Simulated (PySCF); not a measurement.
# H4PtS2 (Pt(H2S)2): the cost of one run

Program: PySCF 2.14.0. Level of theory: several levels, as the steps say, no spin–orbit coupling. These are calculated values, not measurements.

3 further runs of the same task are left out: 2 for a known fault of the program, 1 set aside as unsound or not needed.

### 1 Where the work starts

7 atoms, charge 0, spin multiplicity 1.

Bond lengths: Pt1–S2 2.239 Å, Pt1–S5 2.239 Å, S2–H3 1.366 Å, S2–H4 1.366 Å, S5–H6 1.366 Å, S5–H7 1.366 Å. Angles: S2–Pt1–S5 173.2°, Pt1–S2–H3 106.3°, Pt1–S2–H4 106.7°, H3–S2–H4 91.3°, Pt1–S5–H6 106.3°, Pt1–S5–H7 106.7°, H6–S5–H7 91.3°.

As a file:

```xyz
7

Pt    0.1364    0.0000    0.0000
S     0.2684    0.0269    2.2348
H     0.3785    1.3390    2.5971
H    -1.0131   -0.0268    2.7052
S     0.2684   -0.0269   -2.2348
H     0.3785   -1.3390   -2.5971
H    -1.0131    0.0268   -2.7052
```

Formal oxidation states: Pt +0. An earlier session relaxed this geometry at r2SCAN, Pt def2-SVP with ECP60, S def2-SVP, H def2-SVP (singlet, point group C1).

At r2SCAN on the finer grid: E = -917.909449 Eh, HOMO -4.46 eV, LUMO -0.57 eV, Mulliken charge on Pt1 -0.46 e, largest force component 0.010 eV/Å. 

Levels to run: PBE0; B3LYP; BLYP; TPSSh; r2SCAN, TZVP; r2SCAN, x2c-SVP. Hardware: 2 threads of Arm Neoverse V1, shared host.

### 2 PBE0

Contents of run.py (the lines that set the calculation):

```python
mol = gto.M(atom='''
Pt     0.13637     0.00000     0.00000
S      0.26839     0.02687     2.23481
H      0.37853     1.33900     2.59712
H     -1.01305    -0.02678     2.70518
S      0.26839    -0.02687    -2.23481
H      0.37853    -1.33900    -2.59712
H     -1.01305     0.02678    -2.70518''',
    basis={'Pt': 'def2-SVP', 'S': 'def2-SVP', 'H': 'def2-SVP'},
    ecp={'Pt': 'def2-SVP'},
    charge=0, spin=0)
mf = dft.RKS(mol, xc='PBE0')
mf.grids.atom_grid = (75, 302)
mf = mf.density_fit()  # fitting sets: Pt def2-universal-JKFIT, S def2-universal-JKFIT, H def2-universal-JKFIT
mf.conv_tol = 1e-08; mf.max_cycle = 55
mf.kernel(dm0)  # dm0: the density of the relaxed state
```

Started as:

```sh
OMP_NUM_THREADS=2 python run.py
```

**Question.** How long does this run take on 2 threads of Arm Neoverse V1, shared host?

About 3.4 s.
